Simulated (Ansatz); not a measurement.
**C₃HF₅O: basis-set convergence**

Aim: see how fast density functionals converge with the basis set for C₃HF₅O.

Program: Ansatz 0.2.0, Gaussian basis. Level of theory: one geometry, several basis sets. These are calculated values, not measurements.

The runs, in order: PBE0-D4/def2-SVP; ωB97M-V/def2-SVP; PBE0-D4/def2-QZVPP; ωB97M-V/def2-QZVPP; the functionals' def2-TZVPP values are taken from earlier runs.

### Step 1. Structure used throughout

An earlier PBE0-D4 in a triple-zeta def2 set relaxation fixed the geometry.

SMILES `FC(F)C1(F)OC1(F)F`, 10 atoms, charge 0, spin multiplicity 1.

Atoms are counted from 1 here; the program's logs count them from 0.

Bond lengths: F1–C2 1.347 Å, C2–F3 1.345 Å, C2–C4 1.512 Å, C2–H10 1.093 Å, C4–F5 1.329 Å, C4–O6 1.424 Å, C4–C7 1.450 Å, O6–C7 1.367 Å, C7–F8 1.318 Å, C7–F9 1.326 Å. Angles: F1–C2–F3 108.5°, F1–C2–C4 109.0°, F1–C2–H10 109.6°, F3–C2–C4 109.2°, F3–C2–H10 109.3°, C4–C2–H10 111.2°, C2–C4–F5 113.1°, C2–C4–O6 115.5°, C2–C4–C7 123.8°, F5–C4–O6 115.2°, F5–C4–C7 119.6°, O6–C4–C7 56.8°, C4–O6–C7 62.6°, C4–C7–O6 60.6°, C4–C7–F8 121.7°, C4–C7–F9 123.0°, O6–C7–F8 117.0°, O6–C7–F9 116.3° and more.

### Step 2. PBE0-D4 in def2-SVP

in.yaml reads:

```yaml
crystal:
  periodic: [false, false, false]
  atoms:
    - {symbol: F, position_ang: [1.449020, -1.378833, -0.814980]}
    - {symbol: C, position_ang: [1.200295, -0.115020, -0.421780]}
    - {symbol: F, position_ang: [1.747868, 0.726227, -1.317711]}
    - {symbol: C, position_ang: [-0.295043, 0.103761, -0.384350]}
    - {symbol: F, position_ang: [-0.874327, -0.053402, -1.570032]}
    - {symbol: O, position_ang: [-0.728985, 1.240176, 0.355313]}
    - {symbol: C, position_ang: [-1.095076, 0.007860, 0.821372]}
    - {symbol: F, position_ang: [-2.377909, -0.291829, 0.779828]}
    - {symbol: F, position_ang: [-0.593140, -0.348574, 1.995915]}
    - {symbol: H, position_ang: [1.650297, 0.058334, 0.559425]}
basis:
  gaussian: {orbitals: def2-SVP}
hamiltonian: {xc: pbe0, dispersion: d4}
output: {orbitals: {seedname: orbitals}}
```

The runs that follow: ωB97M-V in def2-SVP; PBE0-D4 in def2-QZVPP; ωB97M-V in def2-QZVPP.

Before running them: what should the planned runs give, taken together? Wanted: PBE0-D4: double and triple zeta above quadruple; ωB97M-V: double and triple zeta above quadruple.

The runs gave:

```
                                       quantity           value
PBE0-D4: double and triple zeta above quadruple  23.36, 0.94 eV
ωB97M-V: double and triple zeta above quadruple  23.76, 0.88 eV
```

What this shows: For PBE0-D4 the step from double to triple zeta gains 22.42 eV and the next only 0.94 eV. These are total energies; as a rule much of such shifts cancels in differences, which this series doesn't test. The LUMO of ωB97M-V is positive and keeps falling with the basis (3.61 to 1.96 eV): an unbound level that the basis holds in place.
